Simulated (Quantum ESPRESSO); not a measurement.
Runs of Quantum ESPRESSO 7.5 on V. The cell holds a sheet with vacuum, 1 atom: a = 2.296 Å, b = 2.296 Å, c = 23.800 Å, α = 90.00°, β = 90.00°, γ = 90.00°. The cell was built by a generator and needn't be a form met in nature.

```csv
smearing,gap on the mesh (eV),moment (μB),work function (eV)
gaussian 0.1 eV,none,0.00,5.02
gaussian 0.025 eV,none,0.12,(a)
gaussian 0.2 eV,none,0.00,5.07
gaussian 0.01 eV,none,0.12,4.98
gaussian 0.05 eV,none,0.12,(b)
```

Alike in all rows: task work function; level PBE; potentials or basis PseudoDojo 0.4.1 SR PBE standard; spin collinear, ferromagnetic start; cell as given; k mesh 11 × 11 × 1; cutoff (eV) 1143.

Fill in the values left out.

(a) 4.99; (b) 5.00.

A gap of «none» marks a metal or a gap under the smearing width.
